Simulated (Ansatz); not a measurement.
**CH7FGeOSi: how energies converge with the basis set**

One table from this session's results is given with a row withheld; the runs are named, their logs left out.

The runs use Ansatz 0.2.0, Gaussian basis; one geometry, several basis sets.

Levels to be run: PBE0-D4/def2-SVP; ωB97M-V/def2-SVP; PBE0-D4/def2-QZVPP; ωB97M-V/def2-QZVPP; the functionals' def2-TZVPP values are taken from earlier runs.

## The geometry

An earlier PBE0-D4 in a triple-zeta def2 set relaxation fixed the geometry.

SMILES `CO[SiH](F)[GeH3]`, 12 atoms, charge 0, spin multiplicity 1.

Atoms are counted from 1 here; the program's logs count them from 0.

Bond lengths: C1–O2 1.414 Å, C1–H6 1.091 Å, C1–H7 1.093 Å, C1–H8 1.096 Å, O2–Si3 1.628 Å, Si3–F4 1.604 Å, Si3–Ge5 2.373 Å, Si3–H9 1.489 Å, Ge5–H10 1.537 Å, Ge5–H11 1.537 Å, Ge5–H12 1.536 Å. Angles: O2–C1–H6 108.3°, O2–C1–H7 110.6°, O2–C1–H8 111.5°, H6–C1–H7 108.9°, H6–C1–H8 108.7°, H7–C1–H8 108.8°, C1–O2–Si3 124.9°, O2–Si3–F4 110.4°, O2–Si3–Ge5 107.0°, O2–Si3–H9 109.7°, F4–Si3–Ge5 109.4°, F4–Si3–H9 105.0°, Ge5–Si3–H9 115.3°, Si3–Ge5–H10 109.9°, Si3–Ge5–H11 110.3°, Si3–Ge5–H12 110.6°, H10–Ge5–H11 108.4°, H10–Ge5–H12 108.9° and more.

The first run:

in.yaml

```yaml
crystal:
  periodic: [false, false, false]
  atoms:
    - {symbol: C, position_ang: [-1.736593, 0.942056, 1.176210]}
    - {symbol: O, position_ang: [-0.655914, 0.727371, 0.290500]}
    - {symbol: Si, position_ang: [0.038567, -0.715964, 0.001235]}
    - {symbol: F, position_ang: [-0.966520, -1.669177, -0.806929]}
    - {symbol: Ge, position_ang: [1.967095, -0.305488, -1.319109]}
    - {symbol: H, position_ang: [-1.738656, 1.994006, 1.464637]}
    - {symbol: H, position_ang: [-2.686203, 0.706815, 0.688082]}
    - {symbol: H, position_ang: [-1.642486, 0.330226, 2.080454]}
    - {symbol: H, position_ang: [0.287086, -1.419865, 1.289308]}
    - {symbol: H, position_ang: [2.969125, 0.551263, -0.528813]}
    - {symbol: H, position_ang: [2.650502, -1.631522, -1.690902]}
    - {symbol: H, position_ang: [1.590997, 0.435078, -2.610771]}
basis:
  gaussian: {orbitals: def2-SVP}
hamiltonian: {xc: pbe0, dispersion: d4}
output: {orbitals: {seedname: orbitals}}
```

Started as:

```console
$ ansatz run in.yaml --threads 4 --pin off --events-out ev --progress --plain --max-ram 11315MiB
```

Among the steps run: PBE0-D4 in def2-SVP; ωB97M-V in def2-SVP; PBE0-D4 in def2-QZVPP; ωB97M-V in def2-QZVPP.

One of the session's tables, all rows but one given; the rest of the session is left out.

It belongs to the step «Functionals by basis». 

```
functional       basis  HOMO (eV)  LUMO (eV)
   PBE0-D4    def2-SVP      -8.11       0.42
   PBE0-D4  def2-TZVPP      -8.18       0.11
   PBE0-D4  def2-QZVPP      -8.19      -0.03
   ωB97M-V    def2-SVP          ?          ?
   ωB97M-V  def2-TZVPP     -10.25       1.87
   ωB97M-V  def2-QZVPP     -10.26       1.50
```

Estimate the missing values for ωB97M-V, def2-SVP.

**Answer.** HOMO (eV): -10.15; LUMO (eV): 2.30. In the column «HOMO (eV)» it lies between ωB97M-V, def2-TZVPP (-10.25) and PBE0-D4, def2-QZVPP (-8.19).
